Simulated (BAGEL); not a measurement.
# BH2Br (SMILES BBr) at HF/STO-3G (density fitting with qzvpp-jkfit)

Aim: the energy change on altering one bond length of BH2Br at HF/STO-3G (density fitting with qzvpp-jkfit), from 2 runs. 

Program for the calculation: BAGEL 1.2.2.

3 further runs of the same task are left out: 3 set aside as unsound or not needed.

### 1 The molecule

BH2Br: 4 atoms, total charge 0, spin state singlet. As SMILES, `BBr`. Geometry: relaxed at PBE0-D4/def2-TZVP.

Bond lengths: B1–Br2 1.891 Å, B1–H3 1.188 Å, B1–H4 1.188 Å. Angles: Br2–B1–H3 117.8°, Br2–B1–H4 117.8°, H3–B1–H4 124.3°.

### 2 The energy at HF/STO-3G (density fitting with qzvpp-jkfit)

Input file calc.json:

```json
{ "bagel" : [

{
  "title" : "molecule",
  "basis" : "sto-3g",
  "df_basis" : "qzvpp-jkfit",
  "angstrom" : "true",
  "geometry" : [
    { "atom" : "B", "xyz" : [      -0.153900,       0.025000,      -0.096900 ] },
    { "atom" : "Br", "xyz" : [       1.470100,      -0.363400,       0.790800 ] },
    { "atom" : "H", "xyz" : [      -1.111200,      -0.617300,       0.191700 ] },
    { "atom" : "H", "xyz" : [      -0.149500,       0.895400,      -0.905900 ] }
  ]
},

{ "title" : "hf", "charge" : 0 },

{ "title" : "print", "file" : "orbitals.molden", "orbitals" : "true" }

]}
```

Command:

```sh
$ BAGEL_NUM_THREADS=1 BAGEL calc.json > calc.out
```

The log of the run:

```text
* using 1 threads per process

  ===============================================================
  ===============================================================

  *** Geometry ***

  { "atom" : "B", "xyz" : [     -0.290829,      0.047243,     -0.183114 ] },
  { "atom" : "Br", "xyz" : [      2.778086,     -0.686726,      1.494395 ] },
  { "atom" : "H", "xyz" : [     -2.099864,     -1.166528,      0.362260 ] },
  { "atom" : "H", "xyz" : [     -0.282514,      1.692061,     -1.711903 ] },

  Number of auxiliary basis functions:      377

  Since a DF basis is specified, we compute 2- and 3-index integrals:
    o Being stored without compression. Storage requirement is 0.002 GB

  Number of basis functions:       25
  Number of electrons      :       42

    * METHOD: MOLECULE                             0.09

  *** RHF ***

  === Nuclear Repulsion ===
    67.5893265299

      * DIIS with orbital gradients will be used.

  === RHF iteration (sto-3g) ===
      0      -2570.16622817          0.01283960           0.01
      1      -2570.21274696          0.00291657           0.01
      2      -2570.21516338          0.00073305           0.01
      3      -2570.21535985          0.00008596           0.01
      4      -2570.21536379          0.00002447           0.01
      5      -2570.21536414          0.00000291           0.01
      6      -2570.21536414          0.00000016           0.01
      7      -2570.21536414          0.00000002           0.01
      8      -2570.21536414          0.00000000           0.01
    * SCF iteration converged.

    * Permanent dipole moment:
           (    0.331258,    -0.079136,     0.181230) a.u.

    * METHOD: HF                                   0.16

    * METHOD: PRINT                                0.00

  ===============================================================
```

It took 0.38 s on 1 thread of Arm Neoverse V1, shared host.

### 3 The distorted shape, same level

Input file input.json:

```json
{ "bagel" : [

{
  "title" : "molecule",
  "basis" : "sto-3g",
  "df_basis" : "qzvpp-jkfit",
  "angstrom" : "true",
  "geometry" : [
    { "atom" : "B", "xyz" : [      -0.965863,       0.219191,      -0.540730 ] },
    { "atom" : "Br", "xyz" : [       1.470100,      -0.363400,       0.790800 ] },
    { "atom" : "H", "xyz" : [      -1.923163,      -0.423109,      -0.252130 ] },
    { "atom" : "H", "xyz" : [      -0.961463,       1.089591,      -1.349730 ] }
  ]
},

{ "title" : "hf" },

{ "title" : "print", "file" : "orbitals.molden", "orbitals" : "true" }

]}
```

Command:

```sh
$ BAGEL_NUM_THREADS=1 BAGEL input.json > input.out
```

The log of the run:

```text
* using 1 threads per process

  ===============================================================
  ===============================================================

  *** Geometry ***

  { "atom" : "B", "xyz" : [     -1.825217,      0.414211,     -1.021832 ] },
  { "atom" : "Br", "xyz" : [      2.778086,     -0.686726,      1.494395 ] },
  { "atom" : "H", "xyz" : [     -3.634251,     -0.799560,     -0.476457 ] },
  { "atom" : "H", "xyz" : [     -1.816902,      2.059029,     -2.550620 ] },

  Number of auxiliary basis functions:      377

  Since a DF basis is specified, we compute 2- and 3-index integrals:
    o Being stored without compression. Storage requirement is 0.002 GB

  Number of basis functions:       25
  Number of electrons      :       42

    * METHOD: MOLECULE                             0.08

  *** RHF ***

  === Nuclear Repulsion ===
    47.7848621605

      * DIIS with orbital gradients will be used.

  === RHF iteration (sto-3g) ===
      0      -2569.90152124          0.01568993           0.01
      1      -2570.00796840          0.01039170           0.01
      2      -2570.03463292          0.00234344           0.01
      3      -2570.03676287          0.00038456           0.01
      4      -2570.03683614          0.00015430           0.01
      5      -2570.03685126          0.00001501           0.01
      6      -2570.03685131          0.00000109           0.01
      7      -2570.03685132          0.00000021           0.01
      8      -2570.03685132          0.00000002           0.01
      9      -2570.03685132          0.00000001           0.01
    * SCF iteration converged.

    * Permanent dipole moment:
           (    1.336041,    -0.319451,     0.730423) a.u.

    * METHOD: HF                                   0.17

    * METHOD: PRINT                                0.00

  ===============================================================
```

Run time: 0.38 s. Hardware: 1 thread of Arm Neoverse V1, shared host.

### 4 Outcome

At HF/STO-3G (density fitting with qzvpp-jkfit):

| quantity | value |
| --- | --- |
| first shape: total energy | -2570.21536 Eh |
| first shape: dipole moment | 0.98 D |
| first shape: HOMO energy | -8.65 eV |
| first shape: LUMO energy | 5.94 eV |
| first shape: HOMO–LUMO gap | 14.59 eV |
| distorted shape: total energy | -2570.03685 Eh |
| distorted shape: dipole moment | 3.95 D |
| distorted shape: HOMO energy | -7.11 eV |
| distorted shape: LUMO energy | 3.31 eV |
| distorted shape: HOMO–LUMO gap | 10.43 eV |
| energy change with the B1–Br2 bond stretched from 1.891 to 2.837 Å | 4.858 eV |

In words: With the B1–Br2 bond stretched from 1.891 to 2.837 Å the energy rises by 4.86 eV (469 kJ/mol). The first shape isn't relaxed at this level, so the change isn't measured from a minimum. The minimal basis adds a large error of its own.
